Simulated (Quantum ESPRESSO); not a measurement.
Wanted: the native input for a Quantum ESPRESSO 7.5 run.

```
Task                : single point
Functional          : PBE
Potentials or basis : SSSP 1.3 efficiency PBE
Cutoff              : 816 eV
Density cutoff      : 6531 eV
k mesh              : 8 × 8 × 8
Occupations         : fermi-dirac, width 0.05 eV
Spin                : no spin polarisation
Mixing beta         : 0.5
Most SCF iterations : 120
SCF threshold       : 6e-10 Ry
```

HCN:

```
N C H
1.0
    -2.31606    2.31606    2.15990
     2.31606   -2.31606    2.15990
     2.31606    2.31606   -2.15990
N C H
1 1 1
Cartesian
  0.0080 -0.0165 1.2047
  -0.0112 -0.0005 0.0142
  0.0539 0.0193 3.2440
```

The cell comes from a database or a generator and needn't be the stable form of this composition.

The cell isn't the ideal one: atoms moved at random, drawn with an rms of 0.05 Å.

One way to write it, as run:

pw.in

```
&CONTROL
  calculation = 'scf'
  prefix = 'pwscf'
  outdir = './tmp'
  pseudo_dir = './pseudo'
  tprnfor = .true.
  tstress = .true.
  disk_io = 'nowf'
/
&SYSTEM
  ibrav = 0
  nat = 3
  ntyp = 3
  ecutwfc = 60
  ecutrho = 480
  nbnd = 10
  occupations = 'smearing'
  smearing = 'fd'
  degauss = 0.00367493
/
&ELECTRONS
  conv_thr = 6d-10
  electron_maxstep = 120
  mixing_beta = 0.5
/
ATOMIC_SPECIES
N     14.0070 N.pbe-n-radius_5.UPF
C     12.0110 C.pbe-n-kjpaw_psl.1.0.0.UPF
H      1.0080 H.pbe-rrkjus_psl.1.0.0.UPF
CELL_PARAMETERS angstrom
  -2.3160580000    2.3160580000    2.1599010000
   2.3160580000   -2.3160580000    2.1599010000
   2.3160580000    2.3160580000   -2.1599010000
ATOMIC_POSITIONS crystal
N      0.2753250000    0.2806140000   -0.0018360000
C      0.0031740000    0.0008520000   -0.0025330000
H      0.7551220000    0.7625920000    0.0157890000
K_POINTS automatic
8 8 8 0 0 0
```

Potentials or basis: SSSP 1.3 efficiency PBE.

Launch:

```bash
$ OMP_NUM_THREADS=1 pw.x -in pw.in > pw.out
```

It gave:

```yaml
Pressure: -4.6 GPa
Largest_force: 3.558 eV/Å
Band_gap_on_the_k_mesh: 6.23 eV, indirect (least direct gap 6.60 eV)
```

It took 51 s on 1 thread of Intel(R) Xeon(R) 6975P-C (Granite Rapids), on a shared host, peak memory 0.19 GiB.
